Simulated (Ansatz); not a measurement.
# CH6ClGaSi: small, medium and large basis sets

How large a basis does CH6ClGaSi need? Two functionals are run in growing sets.

The runs use Ansatz 0.2.0, Gaussian basis; one geometry, several basis sets.

Plan: PBE0-D4/def2-SVP; ωB97M-V/def2-SVP; PBE0-D4/def2-QZVPP; the functionals' def2-TZVPP values are taken from earlier runs.

1 further run of the same task is left out (it didn't finish).

**1. The geometry**

The geometry comes from an earlier relaxation with PBE0-D4 in a triple-zeta def2 set; it is a stationary point, not always the lowest conformer.

SMILES `C[SiH2][GaH][Cl]`, 10 atoms, charge 0, spin multiplicity 1.

Atoms are counted from 1 here; the program's logs count them from 0.

Bond lengths: C1–Si2 1.877 Å, C1–H5 1.092 Å, C1–H6 1.092 Å, C1–H7 1.092 Å, Si2–Ga3 2.407 Å, Si2–H8 1.490 Å, Si2–H9 1.490 Å, Ga3–Cl4 2.165 Å, Ga3–H10 1.568 Å. Angles: Si2–C1–H5 111.0°, Si2–C1–H6 110.5°, Si2–C1–H7 111.0°, H5–C1–H6 108.1°, H5–C1–H7 108.0°, H6–C1–H7 108.1°, C1–Si2–Ga3 113.5°, C1–Si2–H8 110.4°, C1–Si2–H9 110.4°, Ga3–Si2–H8 107.4°, Ga3–Si2–H9 107.4°, H8–Si2–H9 107.4°, Si2–Ga3–Cl4 114.3°, Si2–Ga3–H10 133.2°, Cl4–Ga3–H10 112.5°.

**2. PBE0-D4 in def2-SVP**

Input file in.yaml:

```yaml
crystal:
  periodic: [false, false, false]
  atoms:
    - {symbol: C, position_ang: [0.016800, 1.606283, 0.535607]}
    - {symbol: Si, position_ang: [-0.586314, 0.116801, -0.434566]}
    - {symbol: Ga, position_ang: [0.706499, -1.875390, -0.040501]}
    - {symbol: Cl, position_ang: [0.031528, -3.610148, -1.145109]}
    - {symbol: H, position_ang: [-0.026205, 1.417370, 1.610327]}
    - {symbol: H, position_ang: [-0.603105, 2.479435, 0.319570]}
    - {symbol: H, position_ang: [1.049120, 1.850785, 0.276569]}
    - {symbol: H, position_ang: [-2.001084, -0.194321, -0.084176]}
    - {symbol: H, position_ang: [-0.539375, 0.395249, -1.897921]}
    - {symbol: H, position_ang: [1.952137, -2.186074, 0.860201]}
basis:
  gaussian: {orbitals: def2-SVP}
hamiltonian: {xc: pbe0, dispersion: d4}
output: {orbitals: {seedname: orbitals}}
```

Command:

```console
$ ansatz run in.yaml --threads 2 --pin off --events-out ev --progress --plain --max-ram 4352MiB
```

After this run come: ωB97M-V in def2-SVP; PBE0-D4 in def2-QZVPP.

**Question.** What will the summary of the whole plan be? Wanted: PBE0-D4: double and triple zeta above quadruple.

As calculated:

| quantity | value |
| --- | --- |
| PBE0-D4: double and triple zeta above quadruple | 16.89, 1.88 eV |

In words: For PBE0-D4 the step from double to triple zeta gains 15.02 eV and the next only 1.88 eV. These are total energies; as a rule much of such shifts cancels in differences, which this series doesn't test.
